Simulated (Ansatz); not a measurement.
**K2TaCl6 (Fm-3m): equation of state with a fit, by script**

Where is the equilibrium volume of K2TaCl6 (Fm-3m), and how stiff is it? The task is an equation of state with a fit, for K2TaCl6 (Fm-3m).

All numbers are computed with Ansatz 0.2.0, driven from Python. Level of theory: DFT PBEsol, plane waves, PAW.

## (1) The system

Symmetry: Fm-3m, No. 225, cubic system. Conventional cell: a = 9.993 Å, b = 9.993 Å, c = 9.993 Å, α = 90.00°, β = 90.00°, γ = 90.00°. K (site symmetry -43m) is surrounded by 12 Cl at 3.53 Å. Around Ta (site symmetry m-3m) lie 6 Cl at 2.40 Å. Around Cl (site symmetry 4mm) lie 1 Ta at 2.40 Å and 4 K at 3.53 Å.

No structure file is read: the coordinates are typed or built in the script.

## (2) The script

The input, run_eos.py:

```python
"""Bulk modulus of K2TaCl6 from an E(V) curve."""

import argparse
import logging
import sys

import ansatz as az
import numpy as np
from pymatgen.analysis.eos import EOS

logging.basicConfig(stream=sys.stdout, format="[%(levelname)s] %(message)s")
log = logging.getLogger("run")
log.setLevel(logging.INFO)

parser = argparse.ArgumentParser(description="Bulk modulus of K2TaCl6 from an E(V) curve.")
parser.add_argument("--width-ev", type=float, required=True, help="smearing width (eV)")
parser.add_argument("--beta", type=float, required=True, help="density mixing step")
parser.add_argument("--tolerance", type=float, default=1e-06, help="SCF tolerance (eV)")
parser.add_argument("--max-scf", type=int, required=True, help="most SCF iterations")
parser.add_argument("--n-empty", type=int, default=8, help="empty bands")
parser.add_argument("--ecut", type=float, default=500.0, help="plane-wave cutoff (eV)")
parser.add_argument("--kmesh", type=int, nargs=3, required=True, help="k-point sampling")
args = parser.parse_args()

vectors0 = np.array([
    [0.0, 4.99675, 4.99675],
    [4.99675, 0.0, 4.99675],
    [4.99675, 4.99675, 0.0],
])
sites = [
    ("K", [0.75, 0.75, 0.75]),
    ("K", [0.25, 0.25, 0.25]),
    ("Ta", [0.0, 0.0, 0.0]),
    ("Cl", [0.7601, 0.2399, 0.7601]),
    ("Cl", [0.7601, 0.2399, 0.2399]),
    ("Cl", [0.2399, 0.7601, 0.2399]),
    ("Cl", [0.2399, 0.7601, 0.7601]),
    ("Cl", [0.7601, 0.7601, 0.2399]),
    ("Cl", [0.2399, 0.2399, 0.7601]),
]


def crystal_on(cell):
    crystal = az.Crystal(lattice=az.Lattice.of(cell))
    for symbol, position in sites:
        crystal = crystal.atom(symbol, position)
    return crystal


def main() -> None:
    # scale the volume, keep shape and fractions
    volumes, energies = [], []
    for scale in np.linspace(0.88, 1.12, 7):
        cell = vectors0 * scale ** (1 / 3)
        job = (
            crystal_on(cell).calculation()
            .functional(az.Functional.PBESOL)
            .occupations(az.OccupationsMethod.METHFESSEL_PAXTON, width=args.width_ev)
            .mixing("broyden", beta=args.beta)
            .scf(tolerance=args.tolerance, max_iterations=args.max_scf, extra_bands=args.n_empty)
            .basis(args.ecut)
            .kpoints(*args.kmesh)
        )
        rep = job.run(threads=1, backend="cpu").report
        volumes.append(abs(np.linalg.det(cell)) / len(sites))
        energies.append(rep["free_energy_ev"] / len(sites))
        log.info(f"V = {volumes[-1]:8.4f} A^3/atom  F = {energies[-1]:.5f} eV/atom")

    for form in ["vinet", "pourier_tarantola"]:
        fit = EOS(eos_name=form).fit(volumes, energies)
        log.info(f"{form:18s} V0 {fit.v0:8.4f} A^3/atom  B0 {fit.b0_GPa:7.1f} GPa  B1 {fit.b1:5.2f}")


if __name__ == "__main__":
    main()
```

## (3) What the engine is handed

The package turns the script's settings into the engine's input (first run):

```yaml
crystal:
  lattice:
    - [0.0, 4.788305434155693, 4.788305434155693]
    - [4.788305434155693, 0.0, 4.788305434155693]
    - [4.788305434155693, 4.788305434155693, 0.0]
  atoms:
    - { symbol: K, position: [0.75, 0.75, 0.75] }
    - { symbol: K, position: [0.25, 0.25, 0.25] }
    - { symbol: Ta, position: [0.0, 0.0, 0.0] }
    - { symbol: Cl, position: [0.7601, 0.2399, 0.7601] }
    - { symbol: Cl, position: [0.7601, 0.2399, 0.2399] }
    - { symbol: Cl, position: [0.2399, 0.7601, 0.2399] }
    - { symbol: Cl, position: [0.2399, 0.7601, 0.7601] }
    - { symbol: Cl, position: [0.7601, 0.7601, 0.2399] }
    - { symbol: Cl, position: [0.2399, 0.2399, 0.7601] }
basis:
  ecutwfc: 500.0
kpoints:
  mp_grid:
    grid: [5, 5, 5]
hamiltonian:
  xc: pbesol
scf:
  max_iter: 80
  n_extra_bands: 8
  convergence:
    dr2_threshold: 1.0e-06
  mixing:
    algorithm: broyden
    beta: 0.7
  occupations:
    method: methfessel_paxton
    width: 0.05
```

## (4) Launch

The run is started by

```sh
$ python run_eos.py --width-ev 0.05 --beta 0.7 --max-scf 80 --kmesh 5 5 5
```

**Question.** Where does the minimum lie against the volume typed, and how stiff is the crystal?

**Answer**, as computed:

```
                      quantity           value
                 runs compared               7
               range of energy  57.18 meV/atom
lowest point, volume (Å³/atom)          27.724
      equilibrium volume (fit)   27.17 Å³/atom
            bulk modulus (fit)          43 GPa
```

What this shows: A third-order Birch-Murnaghan fit through the 7 points (the script's own form differs a little) has its minimum at 27.17 Å³ an atom, 2.0 % below the typed cell, with a bulk modulus of 43 GPa and dB/dP = 4.6. From that minimum the energy rises by 46.6 meV an atom on the compressed side and 58.7 meV on the expanded side. Notes:
- The cell holds an odd number of electrons and is run without spin, so a magnetic state may lie lower.
- Shape and fractional positions are held along the curve, so the bulk modulus is an upper value where they are free to relax, by a factor of two or more in layered or hydrogen-bonded cells.
- For a metal this k-point mesh is coarse: on a finer one energies can move by several to tens of meV an atom and pressures by half a GPa or more, differences at one mesh by less.
- Spin-orbit coupling, which matters for elements this heavy, is left out.
